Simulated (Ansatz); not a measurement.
# C4H7B: a ladder of functionals and wavefunction methods

The task here is to estimate one member of a computed series from the others.

Computed with Ansatz 0.2.0, Gaussian basis. Level: functionals in def2-TZVPP, the program's frozen cores in correlated methods.

Plan: PBE-D4, r2SCAN-D4, PBE0-D4, B3LYP-D4, ωB97X-V, ωB97M-V, B2PLYP; CCSD(T)/def2-TZVPP; MP2/def2-QZVPP; extrapolation to the limit.

### The geometry

All runs share one geometry, relaxed beforehand with PBE0-D4 in a triple-zeta def2 set.

SMILES `C=CBC=C`, 12 atoms, charge 0, spin multiplicity 1.

Atoms are counted from 1 here; the program's logs count them from 0.

Bond lengths: C1–C2 1.338 Å, C1–H6 1.087 Å, C1–H7 1.087 Å, C2–B3 1.540 Å, C2–H8 1.090 Å, B3–C4 1.540 Å, B3–H9 1.203 Å, C4–C5 1.338 Å, C4–H10 1.090 Å, C5–H11 1.087 Å, C5–H12 1.087 Å. Angles: C2–C1–H6 120.6°, C2–C1–H7 123.0°, H6–C1–H7 116.4°, C1–C2–B3 121.4°, C1–C2–H8 117.6°, B3–C2–H8 121.0°, C2–B3–C4 123.4°, C2–B3–H9 118.3°, C4–B3–H9 118.3°, B3–C4–C5 121.4°, B3–C4–H10 121.0°, C5–C4–H10 117.6°, C4–C5–H11 120.6°, C4–C5–H12 123.0°, H11–C5–H12 116.4°.

Set-up of the first run:

File in.yaml:

```yaml
crystal:
  periodic: [false, false, false]
  atoms:
    - {symbol: C, position_ang: [-0.647596, 1.951633, 1.448367]}
    - {symbol: C, position_ang: [-0.781225, 0.709298, 0.970890]}
    - {symbol: B, position_ang: [0.195642, 0.142789, -0.076534]}
    - {symbol: C, position_ang: [0.083480, -1.278556, -0.659195]}
    - {symbol: C, position_ang: [0.953574, -1.729090, -1.569796]}
    - {symbol: H, position_ang: [0.159936, 2.592274, 1.104862]}
    - {symbol: H, position_ang: [-1.321912, 2.377585, 2.186815]}
    - {symbol: H, position_ang: [-1.609087, 0.109523, 1.349730]}
    - {symbol: H, position_ang: [1.092281, 0.847050, -0.459737]}
    - {symbol: H, position_ang: [-0.711243, -1.954580, -0.342952]}
    - {symbol: H, position_ang: [1.764729, -1.096708, -1.920001]}
    - {symbol: H, position_ang: [0.898421, -2.726417, -1.998446]}
basis:
  gaussian: {orbitals: def2-TZVPP}
hamiltonian: {xc: pbe, dispersion: d4}
output: {forces: true, orbitals: {seedname: orbitals}}
```

On the command line:

```bash
$ ansatz run in.yaml --threads 4 --pin off --events-out ev --progress --plain --max-ram 10444MiB
```

Steps of the session up to this table: PBE-D4 (GGA); r2SCAN-D4 (meta-GGA); PBE0-D4 (hybrid); B3LYP-D4 (hybrid); ωB97X-V (range-separated); ωB97M-V (range-separated); B2PLYP (double hybrid); CCSD(T) in def2-TZVPP; MP2 in def2-QZVPP.

One of the session's tables, all rows but one given; the rest of the session is left out.

```
            method  atomisation energy (kJ/mol)
            PBE-D4                       5125.2
         r2SCAN-D4                       5028.0
           PBE0-D4                       5050.7
          B3LYP-D4                            ?
           ωB97X-V                       4995.4
           ωB97M-V                       5017.3
            B2PLYP                       4975.3
     HF/def2-TZVPP                       3825.6
    MP2/def2-TZVPP                       4957.1
   CCSD/def2-TZVPP                       4812.1
CCSD(T)/def2-TZVPP                       4882.1
           MP2/CBS                       5060.8
       CCSD(T)/CBS                       4985.8
```

**Question.** Estimate the row for B3LYP-D4.

As computed: atomisation energy (kJ/mol): 5026.2. In the column «atomisation energy (kJ/mol)» it lies between ωB97M-V (5017.3) and r2SCAN-D4 (5028.0).

To keep in mind: Free atoms (4 C, 1 B, 7 H) were run apart at each level; the atomisation energy is their sum less the molecule, without zero-point or spin-orbit terms.
